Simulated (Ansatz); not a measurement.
# MoO3: a ladder of functionals and wavefunction methods

The task here is to estimate one member of a computed series from the others.

Computed with Ansatz 0.2.0, Gaussian basis. Level: functionals in def2-TZVPP, the program's frozen cores in correlated methods.

The runs, in order: LDA (SPW92), PBE-D4, revPBE-D4, BLYP-D4, r2SCAN-D4, B97M-V, PBE0-D4, B3LYP-D4, r2SCANh-D4, r2SCAN0-D4, HSE06-D4, BHLYP-D4, CAM-B3LYP-D4, LC-ωPBE, ωB97X-V, ωB97M-V, B2PLYP, PBE-QIDH; CCSD(T)/def2-SVP; CCSD(T)/def2-TZVPP; MP2/def2-QZVPP; extrapolation to the limit; RPA on PBE.

## The relaxed structure

An earlier PBE0-D4 in a triple-zeta def2 set relaxation fixed the geometry. Mo takes the def2 core potential; no spin-orbit term is included.

SMILES `[O]=[Mo](=[O])=[O]`, 4 atoms, charge 0, spin multiplicity 1.

Atoms are counted from 1 here; the program's logs count them from 0.

Bond lengths: O1–Mo2 1.692 Å, Mo2–O3 1.692 Å, Mo2–O4 1.692 Å. Angles: O1–Mo2–O3 110.3°, O1–Mo2–O4 110.3°, O3–Mo2–O4 110.3°.

The first run:

The input, in.yaml:

```yaml
crystal:
  periodic: [false, false, false]
  atoms:
    - {symbol: O, position_ang: [-0.967994, -0.149820, 1.262545]}
    - {symbol: Mo, position_ang: [-0.138122, -0.336522, -0.200259]}
    - {symbol: O, position_ang: [1.506961, -0.607586, 0.088830]}
    - {symbol: O, position_ang: [-0.345245, 1.033627, -1.171416]}
basis:
  gaussian: {orbitals: def2-TZVPP}
hamiltonian: {xc: lda}
output: {orbitals: {seedname: orbitals}}
```

Among the steps run: LDA; PBE-D4 (GGA); revPBE-D4 (GGA); BLYP-D4 (GGA); r2SCAN-D4 (meta-GGA); B97M-V (meta-GGA); PBE0-D4 (hybrid); B3LYP-D4 (hybrid); r2SCANh-D4 (hybrid); r2SCAN0-D4 (hybrid); HSE06-D4 (hybrid); BHLYP-D4 (hybrid); CAM-B3LYP-D4 (range-separated); LC-ωPBE-D4 (range-separated; the results give it without D4); ωB97X-V (range-separated); ωB97M-V (range-separated); B2PLYP (double hybrid); PBE-QIDH (double hybrid).

One of the session's tables, all rows but one given; the rest of the session is left out.

It belongs to the step «Frontier levels by functional». 

| functional | HOMO (eV) | LUMO (eV) | gap (eV) |
| --- | --- | --- | --- |
| LDA (SPW92) | -7.70 | -5.68 | 2.03 |
| PBE-D4 | -7.42 | -5.38 | 2.04 |
| revPBE-D4 | -7.33 | -5.24 | 2.09 |
| BLYP-D4 | -7.34 | -5.45 | 1.89 |
| r2SCAN-D4 | -7.79 | -5.20 | 2.59 |
| B97M-V | -7.85 | -5.33 | 2.52 |
| PBE0-D4 | -9.07 | -4.69 | 4.38 |
| B3LYP-D4 | -8.82 | -5.07 | 3.75 |
| r2SCANh-D4 | ? | ? | ? |
| r2SCAN0-D4 | -9.35 | -4.58 | 4.76 |
| HSE06-D4 | -8.66 | -5.07 | 3.60 |
| BHLYP-D4 | -10.70 | -4.16 | 6.53 |
| CAM-B3LYP-D4 | -10.53 | -3.90 | 6.63 |
| LC-ωPBE | -11.79 | -2.50 | 9.28 |
| ωB97X-V | -11.46 | -2.67 | 8.79 |
| ωB97M-V | -11.41 | -2.94 | 8.47 |

**Question.** Estimate the row for r2SCANh-D4.

Worked estimate for «HOMO (eV)». Against the share of exact exchange, r2SCAN-D4 (0, -7.79), r2SCAN0-D4 (0.25, -9.35) give a slope of -6.24 per unit share; at 0.1 the line stands at -8.41.

**Answer.** HOMO (eV): -8.41; LUMO (eV): -4.96; gap (eV): 3.45. In «HOMO (eV)» the line misses by 0.00.
